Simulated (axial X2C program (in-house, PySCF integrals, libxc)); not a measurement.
**A two-component session on GeCl: EOM-IP-CCSD levels**

Wanted for GeCl: EOM-IP-CCSD levels, at the two-component level.

Program: an in-house X2C program for linear molecules on PySCF integrals. Level of theory: two-component X2C with atomic mean-field terms, Ge dyall-acv3z, Cl dyall-av3z. These are calculated values, not measurements.

### 1 The job

File task.json:

```json
{
 "zs": [
  32,
  17
 ],
 "q": 0,
 "bas": [
  "dyall-acv3z",
  "dyall-av3z"
 ],
 "r0": 2.2,
 "eom": "ip",
 "rq": -1,
 "thr": -1.0,
 "nmax": 95,
 "grid": [
  1,
  0.96,
  1.045,
  0.92,
  1.09,
  1.15
 ]
}
```

Keys: zs atomic numbers; q charge; bas basis sets; r0 starting distance in Å; eom kind of EOM run; thr threshold in hartree for freezing inner shells (an s shell follows its p shell); nmax most natural virtual spinors; grid distances as factors.

On the command line:

```
$ python soeom.py task.json out
```

The runs that follow: EOM-IP-CCSD at 2.360 Å.

What does the calculation give? Wanted: next root led by one particle; T1 of the reference.

**Answer**, as computed:

```
                     quantity                             value
       lowest root at 2.360 Å                 Ω = 1/2, 1.243 eV
next root led by one particle  Ω = 1/2, about 33790 cm⁻¹ higher
          T1 of the reference                             0.012
```

Removing an electron from the reference determinant of GeCl⁻ costs 1.24 eV and empties a spinor of 84% Ge pπ. The closed-shell reference lies 0.61 eV above the lowest determinant found, so these energies count from an excited configuration. Errors of 0.1 to 0.3 eV are usual at this size, and roots led by higher excitations are left out, so the list is incomplete, and low states of that kind can be missing. T1 or the largest double amplitude of the reference is raised, which lowers the reliability.
